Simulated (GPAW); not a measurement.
Runs of GPAW 26.7.0 on Ti3S2. It takes space group R32 (No. 155, trigonal). The conventional cell has a = 5.426 Å, b = 5.426 Å, c = 9.713 Å, α = 90.00°, β = 90.00°, γ = 120.00°. Around Ti (site symmetry 2) lie 4 S at 2.42 to 2.44 Å. S (site symmetry 3) is surrounded by 6 Ti at 2.42 to 2.44 Å. The cell comes from a database or a generator and needn't be the stable form of this composition.

| task | level | potentials or basis | cell | k mesh | cutoff (eV) | maxiter | optimizer | fmax | max steps | convergence | gap on the mesh (eV) | pressure (GPa) | relaxed volume (Å³/atom) | largest force (eV/Å) |
| --- | --- | --- | --- | --- | --- | --- | --- | --- | --- | --- | --- | --- | --- | --- |
| relaxation of cell and atoms | PBEsol | PAW data sets generated in the run's folder for this functional, pw | relaxed | 5 × 5 × 5 | 600 | 150 | BFGS | 0.02 eV/Å | 60 | density=1e-05 forces=0.0001 | none | 0.0 | 15.95 | 0.01 |
| relaxation of cell and atoms | PBEsol+D3 | PAW data sets generated in the run's folder for this functional, pw | relaxed | 5 × 5 × 5 | 600 | 150 | BFGS | 0.02 eV/Å | 60 | density=1e-05 forces=0.0001 | none | -0.1 | 15.60 | 0.02 |
| single point | LDA | the program's PAW data sets (release 1.2.1) made for this functional, pw | as given | 5 × 5 × 5 | 450 | 120 | - | - | - | default | none | -7.7 | - | (a) |
| relaxation of cell and atoms | PBEsol+D3(BJ)+ATM | PAW data sets generated in the run's folder for this functional, pw | relaxed | 5 × 5 × 5 | 600 | 150 | BFGS | 0.02 eV/Å | 60 | density=1e-05 forces=0.0001 | none | -0.1 | 15.46 | 0.01 |
| single point | PBE | GPAW PAW data sets (gpaw-data 1.2.1), pw | as given | 5 × 5 × 5 | 450 | 120 | - | - | - | default | none | 0.4 | - | 0.04 |
| band structure | PBE | GPAW PAW data sets (gpaw-data 1.2.1), pw | as given | 5 × 5 × 5 | 600 | 150 | - | - | - | - | - | 0.2 | - | 0.04 |
| single point | TB-mBJ | GPAW PAW data sets for LDA (gpaw-data 1.2.1), pw | as given | 6 × 6 × 6 | 600 | 150 | - | - | - | - | none | - | - | - |
| single point | PBEsol | PAW data sets generated in the run's folder for this functional, pw | as given | 6 × 6 × 6 | 600 | 150 | - | - | - | - | none | (c) | - | (b) |

Alike in all rows: no spin polarisation; smearing fermi-dirac 0.05 eV.

Question: Estimate the missing entries.

Answer: (a) 0.08; (b) 0.03; (c) -4.4.

Caveats: later steps reuse the first step's grids (some runs); pairwise dispersion overbinds metals, which lowers pressure and volume (some runs); the cutoff is short for stress and forces, so pressures can be off by a GPa or more (some runs); a model potential gives levels but no total energy (some runs); the PAW data sets were made with another functional, which shifts forces and pressure a little (some runs).

A k mesh can miss the band edges.

A gap of «none» marks a metal or a gap under the smearing width.

Not every run made on this cell is shown here.
